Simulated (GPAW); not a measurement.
Set up this calculation in GPAW 26.7.0, as a Python script.

```
Task                : single point
Functional          : PBE
Potentials or basis : GPAW PAW data sets (gpaw-data 1.2.1)
Cutoff              : 800 eV
Basis               : pw
k mesh              : 10 × 10 × 10
Occupations         : fermi-dirac, width 0.05 eV
Spin                : no spin polarisation
Maxiter             : 150
```

The structure of HfB lies in HfB.xyz:

```xyz
2
Lattice="0.0000000000 2.3100000000 2.3100000000 2.3100000000 0.0000000000 2.3100000000 2.3100000000 2.3100000000 0.0000000000" Properties=species:S:1:pos:R:3 pbc="T T T"
Hf     2.3100000000      2.3100000000      2.3100000000
B      0.0000000000      0.0000000000      0.0000000000
```

These files were run (other wordings do the same):

run.py

```python
from ase.io import read
from gpaw import PW
from gpaw.dft import DFT

atoms = read('HfB.xyz')

dft = DFT(atoms,
          mode=PW(800),
          xc='PBE',
          kpts={'size': (10, 10, 10), 'gamma': True},
          occupations={'name': 'fermi-dirac', 'width': 0.05},
          nbands=17,
          convergence={'density': 1e-05, 'energy': 1e-05},
          maxiter=150,
          txt='gpaw.txt')
print(f'Energy: {dft.calculate_energy():.6f} eV')
print('Forces (eV/A):')
print(dft.calculate_forces().round(4))
print('Stress (eV/A^3):', dft.calculate_stress().round(6))
dft.write_gpw_file('gs.gpw')
```

Potentials or basis: GPAW PAW data sets (gpaw-data 1.2.1), pw.

Run with:

```bash
$ OMP_NUM_THREADS=1 python run.py
```

Results of the run:

```json
{
 "Pressure": "31.9 GPa",
 "Band gap on the k mesh": "none (metal or under the smearing width)"
}
```

Caveat: a pressure of tens of GPa on the cell as given is suspect, and the run, the potentials or the cell itself is likely at fault.

Wall time 19 s on 1 thread of Arm Neoverse V2, on a shared host, peak memory 0.17 GiB.
